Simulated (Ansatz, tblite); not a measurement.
# [MoO2S2]2- (MoS2O2 (-2)): spin-state energies by level

Is the singlet the ground state of [MoO2S2]2- (MoS2O2 (-2))? Other spin states are computed and compared level by level.

Computed with Ansatz 0.2.0, Gaussian basis. Level: as each input shows.

Plan: triplet, at the geometry of the singlet (GFN1-xTB, GFN2-xTB, PBE0-D4/def2-TZVPD, PBE-D4/def2-TZVPD, r2SCAN-D4/def2-TZVPD); the singlet's energies come from earlier runs.

1 further run of the same task is left out (set aside as unsound or not needed).

## Step 1: The structure

The geometry is that of the singlet, from an earlier relaxation (PBE-D4/def2-SVPD).

5 atoms, charge -2, spin multiplicity 1.

Bond lengths: Mo1–O2 1.750 Å, Mo1–O3 1.750 Å, Mo1–S4 2.277 Å, Mo1–S5 2.277 Å. Angles: O2–Mo1–O3 108.0°, O2–Mo1–S4 109.2°, O2–Mo1–S5 109.2°, O3–Mo1–S4 109.2°, O3–Mo1–S5 109.2°, S4–Mo1–S5 112.1°.

Formally the metal is d0. Mo takes a core potential in the def2 sets. No spin-orbit coupling is included. The ion is computed in the gas phase, without counter-ions or solvent.

## Step 2: Triplet at the fixed geometry, GFN1-xTB

Tight binding, by tblite at 300 K electronic temperature and without a spin-polarisation term:

```python
tblite.interface.Calculator('GFN1-xTB', numbers, positions, charge=-2, uhf=2).singlepoint()
```

Energy -522.2116 eV; 0.004 s.

## Step 3: Triplet at the fixed geometry, GFN2-xTB

Tight binding, by tblite at 300 K electronic temperature and without a spin-polarisation term:

```python
tblite.interface.Calculator('GFN2-xTB', numbers, positions, charge=-2, uhf=2).singlepoint()
```

Energy -464.7943 eV; 0.005 s.

## Step 4: Triplet at the fixed geometry, PBE0-D4/def2-TZVPD

File in.yaml:

```yaml
crystal:
  periodic: [false, false, false]
  atoms:
    - {symbol: Mo, position_ang: [0.080012, -0.000292, 0.055903]}
    - {symbol: O, position_ang: [0.111829, -0.015912, 1.805552]}
    - {symbol: O, position_ang: [1.733875, 0.007911, -0.516081]}
    - {symbol: S, position_ang: [-0.966510, 1.892816, -0.656032]}
    - {symbol: S, position_ang: [-0.959206, -1.884523, -0.689343]}
basis:
  gaussian: {orbitals: def2-TZVPD}
total_charge: -2
magnetization: {spin_polarized: true, initial_magnetization: 2}
hamiltonian: {xc: pbe0, dispersion: d4}
scf: {omitted_lower_state_checks: [starts]}
output: {orbitals: {seedname: orbitals}}
```

Run with:

```sh
$ ansatz run in.yaml --threads 4 --pin off --events-out ev --progress --plain --max-ram 3916MiB
```

Log:

```text
Functional definition: PBE0
  name "PBE0"
  cite "Adamo & Barone, J. Chem. Phys. 110, 6158 (1999) doi:10.1063/1.478522"
  cite "Perdew, Burke & Ernzerhof, Phys. Rev. Lett. 77, 3865 (1996) doi:10.1103/PhysRevLett.77.3865"
  parent pbe
  parameter a = 0.25
  parameter kappa = 0.804
  parameter beta = 0.06672455060314922
  exchange = (1 - a)*pbe_x(kappa = kappa, mu = beta*pi^2/3) + a*exact_x
  correlation = pbe_c(beta = beta)
these checks for a lower state are left out or cut short: starts
1376 factors; their error is unknown
mean field evaluation 1: about -27598.2757 eV, gradient 5.3e1 eV
mean field evaluation 2: about -27384.3676 eV, gradient 2.3e2 eV
mean field evaluation 4: about -27603.4098 eV, gradient 4.6e1 eV
mean field evaluation 8: about -27613.8648 eV, gradient 6.6e-1 eV
mean field evaluation 16: about -27614.0004 eV, gradient 2.1e-2 eV
mean field evaluation 32: about -27614.0004 eV, gradient 7.9e-5 eV
mean field -27614.00036932 eV, -1014.7957961308 hartree, gradient 9.2e-6 eV, S^2 2.012560; 0 other end points of the search recorded, 0 dependent functions left out
reference -27614.00040335 eV, -1014.7957973812 hartree; 33, 31 occupied and 179, 181 virtual orbitals, 1376 factors
Total energy: -27614.22298954 eV, -1014.8039772731 hartree
Checks for a lower state left out: starts
```

Wall time 12 s (4 threads of Arm Neoverse V2, shared host); peak memory 0.85 GiB.

Report: HOMO 4.60 eV, LUMO 3.92 eV (over both spins; with the spin held, an empty level of the minority spin lies below the top filled one); ⟨S²⟩ 2.013 (pure: 2.00). Doubts: highest occupied level lies above zero.

## Step 5: Triplet at the fixed geometry, PBE-D4/def2-TZVPD

start.molden holds the orbitals of an earlier run on this state, given as this run's starting guess.

Edit in.yaml of step 4 so:

```diff
@@ -9,6 +9,6 @@
 basis:
-  gaussian: {orbitals: def2-TZVPD}
+  gaussian: {orbitals: def2-TZVPD, initial_orbitals: start.molden}
 total_charge: -2
 magnetization: {spin_polarized: true, initial_magnetization: 2}
-hamiltonian: {xc: pbe0, dispersion: d4}
+hamiltonian: {xc: pbe, dispersion: d4}
 scf: {omitted_lower_state_checks: [starts]}
```

Launched as before.

Log:

```text
Functional definition: PBE
  name "PBE"
  cite "Perdew, Burke & Ernzerhof, Phys. Rev. Lett. 77, 3865 (1996) doi:10.1103/PhysRevLett.77.3865"
  parent pbe
  parameter kappa = 0.804
  parameter beta = 0.06672455060314922
  exchange = pbe_x(kappa = kappa, mu = beta*pi^2/3)
  correlation = pbe_c(beta = beta)
these checks for a lower state are left out or cut short: starts
1262 factors; their error is unknown
mean field evaluation 1: about -27614.5281 eV, gradient 9.3e0 eV
mean field evaluation 2: about -27614.7838 eV, gradient 5.7e-1 eV
mean field evaluation 4: about -27614.9145 eV, gradient 6.6e-2 eV
mean field evaluation 8: about -27614.8997 eV, gradient 2.4e-5 eV
mean field evaluation 16: about -27614.8997 eV, gradient 2.2e-6 eV
mean field -27614.89966497 eV, -1014.8288446363 hartree, gradient 2.5e-6 eV, S^2 2.006319; 0 other end points of the search recorded, 0 dependent functions left out
reference -27614.89970727 eV, -1014.8288461909 hartree; 33, 31 occupied and 179, 181 virtual orbitals, 1262 factors
Total energy: -27615.15788453 eV, -1014.8383340300 hartree
Checks for a lower state left out: starts
```

Run time: 11 s. Hardware: 4 threads of Arm Neoverse V2, shared host; peak memory 0.63 GiB.

From the report: HOMO 4.71 eV, LUMO 2.27 eV (over both spins; with the spin held, an empty level of the minority spin lies below the top filled one); ⟨S²⟩ 2.006 (pure: 2.00). Doubts: highest occupied level lies above zero.

## Step 6: Triplet at the fixed geometry, r2SCAN-D4/def2-TZVPD

Edit in.yaml of step 5 so:

```diff
@@ -12,3 +12,3 @@
 magnetization: {spin_polarized: true, initial_magnetization: 2}
-hamiltonian: {xc: pbe, dispersion: d4}
+hamiltonian: {xc: r2scan, dispersion: d4}
 scf: {omitted_lower_state_checks: [starts]}
```

The command is unchanged.

Log, cut to the lines that bear on the results:

```text
Functional definition: r2SCAN
  name "r2SCAN"
  cite "Furness, Kaplan, Ning, Perdew & Sun, J. Phys. Chem. Lett. 11, 8208 (2020) doi:10.1021/acs.jpclett.0c02405"
  cite "Furness, Kaplan, Ning, Perdew & Sun, J. Phys. Chem. Lett. 11, 9248 (2020) doi:10.1021/acs.jpclett.0c03077"
  parent r2scan
[...]
1262 factors; their error is unknown
[...]
mean field -27624.64704737 eV, -1015.1870543324 hartree, gradient 2.3e-6 eV, S^2 2.011499; 0 other end points of the search recorded, 0 dependent functions left out
reference -27624.64709370 eV, -1015.1870560350 hartree; 33, 31 occupied and 179, 181 virtual orbitals, 1262 factors
Total energy: -27624.70526165 eV, -1015.1891936681 hartree
Checks for a lower state left out: starts
```

Wall time 37 s (4 threads of Arm Neoverse V2, shared host); peak memory 0.72 GiB.

HOMO 4.89 eV, LUMO 2.63 eV (over both spins; with the spin held, an empty level of the minority spin lies below the top filled one); ⟨S²⟩ 2.011 (pure: 2.00). Doubts: highest occupied level lies above zero.

## Step 7: Triplet less singlet, vertical

The singlet's energies are those of its earlier runs, whose logs aren't repeated here.

```
               level  triplet less singlet, vertical (kcal/mol)     time
            GFN1-xTB                                      +83.1  0.008 s
            GFN2-xTB                                      +69.2  0.009 s
   PBE-D4/def2-TZVPD                                      +55.2     13 s
r2SCAN-D4/def2-TZVPD                                      +58.3     41 s
  PBE0-D4/def2-TZVPD                                      +56.8     15 s
```

Times add the two runs; a level without a time comes out of a correlated run. Tight binding without a spin term can't rank spin states.

## Step 8: What came out

```
                                                 quantity                                         value
triplet less singlet, vertical, functionals in def2-TZVPD  +55.2 (PBE-D4) to +58.3 kcal/mol (r2SCAN-D4)
```

**Reading.** All functionals put the triplet above the singlet, over a spread of 3.1 kcal/mol. The checks for a lower triplet were left out, so another state of that spin may lie lower. The singlet here is a closed shell; an open-shell singlet can lie lower. These are electronic energies, without zero-point motion, entropy or surroundings.

A small anion of this charge may not be bound in the gas phase; the finite basis can hold electrons that would leave.
